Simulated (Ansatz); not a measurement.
**C2HGa (singlet): wave-function methods side by side, cc-pVTZ**

Aim: climb from Hartree-Fock through coupled cluster for C2HGa (singlet) at one geometry and basis, and see what each rung misses.

Method: cc-pVTZ, core rule «outside noble gas», up to 16 orbitals frozen; program: Ansatz 0.2.0, Gaussian basis.

To be run: UHF; CCSD(T) on RHF; BCCD(T) on RHF; CCSDT(Q) on RHF.

3 further runs of the same task are left out: 3 set aside as unsound or not needed. Runs told in other sessions of the task aren't counted.

### 1 The system

The geometry is a PBE0/def2-TZVP stationary point (not a proven minimum). No spin-orbit coupling is included. The filled d shell of Ga may be among the frozen orbitals whatever the setting's name suggests.

4 atoms, charge 0, spin multiplicity 1.

Atoms are counted from 1 here; the program's logs count them from 0.

Bond lengths: C1–C2 1.216 Å, C1–H4 1.067 Å, C2–Ga3 2.016 Å. Angles: C2–C1–H4 180.0°, C1–C2–Ga3 180.0°.

### 2 UHF

File in.yaml:

```yaml
crystal:
  periodic: [false, false, false]
  atoms:
    - {symbol: C, position_ang: [0.000000, 0.000000, 0.845025]}
    - {symbol: C, position_ang: [0.000000, 0.000000, -0.370675]}
    - {symbol: Ga, position_ang: [0.000000, 0.000000, -2.386775]}
    - {symbol: H, position_ang: [0.000000, 0.000000, 1.912425]}
basis:
  gaussian: {orbitals: cc-pVTZ}
magnetization: {spin_polarized: true, initial_magnetization: 0}
hamiltonian: {xc: hf}
output: {orbitals: {seedname: orbitals}}
```

Started as:

```console
$ ansatz run in.yaml --threads 1 --pin off --events-out ev --progress --plain --max-ram 4096MiB --backend cpu
```

The runs that follow: CCSD(T) on RHF; BCCD(T) on RHF; CCSDT(Q) on RHF.

Q: Predict the results of all the runs planned. Wanted: RCCSDT(Q) from the RHF energy; RMP2 from RCCSDT(Q); RCCSD from RCCSDT(Q); RCCSD(T) from RCCSDT(Q); T1 diagnostic.

**Answer**, as computed:

| quantity | value |
| --- | --- |
| RCCSDT(Q) from the RHF energy | -10.5173 eV |
| RMP2 from RCCSDT(Q) | +1054.3 meV |
| RCCSD from RCCSDT(Q) | +587.3 meV |
| RCCSD(T) from RCCSDT(Q) | +45.6 meV |
| levels within 1 kcal/mol (43 meV) | BCCD(T) |
| T1 diagnostic | 0.014 |

What this shows: RCCSD(T) lands +45.6 meV from the yardstick (0.4 % of the correlation energy). These misses are within one basis, not against nature.
